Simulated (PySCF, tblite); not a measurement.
# C4H7F2NSi: geometry, infrared bands and NMR shifts

What infrared bands and NMR shifts should C4H7F2NSi (`FC(F)C1=CCN[SiH2]1`) show?

Programs: tblite 0.8.0 and PySCF 2.14.0, with density-fitted response routines of our own. Each step states its level of theory. These are calculated values for one molecule in the gas phase, unless marked as measured. Atoms count from 0, in the outputs and in this text.

**1. Starting geometry**

15 atoms, charge 0, multiplicity 1; geometry from: force field or distance geometry start.

Bonds of the start (Å): F0–C1 1.40, C1–F2 1.37, C1–C3 1.49, C3–C4 1.33, C4–C5 1.45, C5–N6 1.45, N6–Si7 1.82, Si7–C3 1.86, C1–H8 1.13, C4–H9 1.11, C5–H10 1.12, C5–H11 1.12, N6–H12 1.07, Si7–H13 1.43, Si7–H14 1.45.

**2. Relaxing the molecule with GFN2-xTB**

Job settings and geometry (Å):

```
{"job": {"kind": "relax", "xc": "GFN2-xTB", "basis": "xTB"}, "charge": 0, "multiplicity": 1}
F      2.478600     0.497500     1.418300
C      2.123700    -0.155100     0.232200
F      2.725300     0.518300    -0.795700
C      0.655100    -0.114900    -0.004000
C     -0.211700    -1.121700    -0.093700
C     -1.587600    -0.730000    -0.338300
N     -1.916100     0.527600     0.297300
Si    -0.399900     1.407600    -0.196200
H      2.503300    -1.210200     0.356900
H      0.125000    -2.171900    -0.006100
H     -1.757000    -0.619500    -1.441800
H     -2.307000    -1.478800     0.092300
H     -1.817100     0.397000     1.355500
H     -0.036800     2.473100     0.686400
H     -0.582100     1.788900    -1.584900
```

Run with:

```
OMP_NUM_THREADS=1 python probes_run.py task.json out
```

The driver reads the jobs from task.json and runs them one after another.

**Question.** This job is followed by: GFN2-xTB harmonic vibrations, gas phase; GIAO PBE0/pcSseg-1 NMR shielding, non-relativistic, gas phase. What will the session give for the following? strongest single infrared mode (GFN2-xTB); zero-point energy (GFN2-xTB); ¹³C shifts against TMS (PBE0/pcSseg-1); ¹H shifts against TMS (PBE0/pcSseg-1, means over atoms taken as alike); ¹⁹F shifts against CFCl3 (PBE0/pcSseg-1, means over atoms taken as alike); ¹⁵N shifts against NH3 (PBE0/pcSseg-1); ²⁹Si shifts against TMS (PBE0/pcSseg-1).

**Answer**, as computed:

| quantity | value |
| --- | --- |
| strongest single infrared mode (GFN2-xTB) | 2228 cm⁻¹, 447 km/mol |
| zero-point energy (GFN2-xTB) | 64.4 kcal/mol |
| ¹³C shifts against TMS (PBE0/pcSseg-1) | 155.0, 143.7, 122.4, 58.6 ppm |
| ¹H shifts against TMS (PBE0/pcSseg-1, means over atoms taken as alike) | 7.08, 6.67, 5.68, 4.39, -0.01 ppm |
| ¹⁹F shifts against CFCl3 (PBE0/pcSseg-1, means over atoms taken as alike) | -119.6 ppm |
| ¹⁵N shifts against NH3 (PBE0/pcSseg-1) | 17.3 ppm |
| ²⁹Si shifts against TMS (PBE0/pcSseg-1) | -31.9 ppm |

The optimisation took 68 steps and gained 0.911 eV; among the close pairs (by a distance rule), N6–Si7 changed most, from 1.821 to 1.716 Å. All 39 modes are real, so the xTB geometry is a minimum. The strongest single mode, at 2228 cm⁻¹, moves mainly H14 and H13. Unscaled tight-binding wavenumbers are off by several per cent, some by more. Its intensities can rank the bands wrongly. At PBE0/pcSseg-1: The largest span, 225 ppm, is at C4, where the paramagnetic term is -222 ppm.
